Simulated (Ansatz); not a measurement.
**GaAsH₂ (singlet): the correlation ladder, cc-pVDZ**

Aim: climb from Hartree-Fock through coupled cluster and multireference methods for GaAsH₂ (singlet) at one geometry and basis, and see what each rung misses.

Computed with Ansatz 0.2.0, Gaussian basis. Level: cc-pVDZ, core rule «outside noble gas», up to 28 orbitals frozen.

The runs, in order: UHF; CCSD(T) on RHF; CCSD(T) on UHF; BCCD(T) on RHF; CISD; CCSDT(Q) on RHF; CCSDT(Q) on UHF; CCSDTQ on RHF; CASSCF and MRCISD+Q, 10 electrons in 10 orbitals; CASSCF and NEVPT2, 10 electrons in 10 orbitals.

15 further runs of the same task are left out: 11 for a known fault of the program, 4 set aside as unsound or not needed. Runs told in other sessions of the task aren't counted.

### 1 The system

The geometry is a PBE0/def2-TZVP stationary point (not a proven minimum) of the parent state, kept for this charge and spin. No spin-orbit coupling is included. The filled d shell of Ga, As may be among the frozen orbitals whatever the setting's name suggests.

4 atoms, charge 0, spin multiplicity 1.

Atoms are counted from 1 here; the program's logs count them from 0.

Bond lengths: Ga1–As2 2.421 Å, Ga1–H3 1.572 Å, Ga1–H4 1.572 Å. Angles: As2–Ga1–H3 119.9°, As2–Ga1–H4 119.9°, H3–Ga1–H4 120.3°.

As a file:

```xyz
4
AsGaH2
Ga    0.00000    0.00000    1.22603
As    0.00000    0.00000   -1.19502
H     0.00000    1.36363    2.00910
H     0.00000   -1.36363    2.00910
```

### 2 UHF

Input file in.yaml:

```yaml
crystal:
  periodic: [false, false, false]
  atoms:
    - {symbol: Ga, position_ang: [0.000000, 0.000000, 1.226035]}
    - {symbol: As, position_ang: [0.000000, 0.000000, -1.195022]}
    - {symbol: H, position_ang: [0.000000, 1.363635, 2.009104]}
    - {symbol: H, position_ang: [0.000000, -1.363635, 2.009104]}
basis:
  gaussian: {orbitals: cc-pVDZ}
magnetization: {spin_polarized: true, initial_magnetization: 0}
hamiltonian: {xc: hf}
output: {orbitals: {seedname: orbitals}}
```

Run with:

```sh
$ ansatz run in.yaml --threads 1 --pin off --events-out ev --progress --plain --max-ram 4096MiB --backend cpu
```

The runs that follow: CCSD(T) on RHF; CCSD(T) on UHF; BCCD(T) on RHF; CISD; CCSDT(Q) on RHF; CCSDT(Q) on UHF; CCSDTQ on RHF; CASSCF and MRCISD+Q, 10 electrons in 10 orbitals; CASSCF and NEVPT2, 10 electrons in 10 orbitals.

Q: Predict the results of all the runs planned. Wanted: RCCSDTQ from the RHF energy; RMP2 from RCCSDTQ; RCCSD from RCCSDTQ; RCCSD(T) from RCCSDTQ; RCCSDT(Q) from RCCSDTQ; NEVPT2 valence from RCCSDTQ; MRCISD+Q valence from RCCSDTQ; T1 diagnostic; effectively unpaired electrons.

As calculated:

```
                         quantity              value
      RCCSDTQ from the RHF energy         -5.1766 eV
                RMP2 from RCCSDTQ    +29.30 kcal/mol
               RCCSD from RCCSDTQ     +5.17 kcal/mol
            RCCSD(T) from RCCSDTQ     +1.65 kcal/mol
           RCCSDT(Q) from RCCSDTQ     +0.07 kcal/mol
      NEVPT2 valence from RCCSDTQ    +22.55 kcal/mol
    MRCISD+Q valence from RCCSDTQ     +2.16 kcal/mol
levels within 1 kcal/mol (43 meV)  RCCSDT, RCCSDT(Q)
                    T1 diagnostic              0.021
   effectively unpaired electrons               0.05
```

**Reading.** RCCSD(T) misses by +1.65 kcal/mol, 1.4 % of the correlation energy. One determinant dominates. Of the multireference levels listed MRCISD+Q valence comes nearest in total energy (+2.16 kcal/mol), which doesn't show that its space is the better one. These misses are within one basis, not against nature.

The restricted and unrestricted ladders end 0.80 eV apart at CCSDT(Q), which points to two states or an unsound top rung; rows of one don't measure the error of the other.
